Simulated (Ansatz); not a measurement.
AlIn:

```
Al In
1.0
     3.05413    0.00000    0.00000
    -1.52707    2.64496    0.00000
     0.00000    0.00000    5.82802
Al In
1 1
Direct
  0.00000 0.00000 0.00000
  0.00000 0.00000 0.50000
```

The cell was built by a generator and needn't be a form met in nature.

| Item | Value |
| --- | --- |
| Program | Ansatz 0.2.0 |
| Task | relaxation of cell and atoms |
| Functional | HSE03 |
| Potentials or basis | Ansatz PAW |
| Cutoff | 420 eV (not typed: the program's choice for these potentials) |
| k mesh | 5 × 5 × 3 |
| Occupations | fermi-dirac, width 0.05 eV |
| Spin | no spin polarisation |

At the start: volume 23.54 Å³/atom.

Task: Where does the relaxation end?

Result: It ends after 5 steps and the volume is 22.70 Å³/atom (-3.6 %); space group P6/mmm (No. 191, to 0.05 Å).

The path:
```csv
step,energy change (eV),largest force (eV/Å),volume (Å³)
1,0.0000,0.0000,47.08
2,-0.0128,0.0000,44.77
3,-0.0206,0.0000,45.48
4,-0.0207,0.0000,45.40
5,-0.0203,0.0000,45.40
```

Final structure:
```xyz
2
Lattice="2.9966 0.0000 0.0000 -1.4983 2.5951 0.0000 0.0000 0.0000 5.8378" Properties=species:S:1:pos:R:3 pbc="T T T"
Al    0.0000    0.0000    0.0000
In    0.0000    0.0000    2.9189
```

Caveat: the k mesh is coarse (spacing up to 0.48 Å⁻¹), so the values aren't converged, least of all with exact exchange; the plane-wave basis is chosen anew once the cell has moved, so the energies of steps on either side of that aren't comparable; the PAW data sets come from PBE, with cores solved anew for the run's functional, which leaves a small shift of forces and pressure.
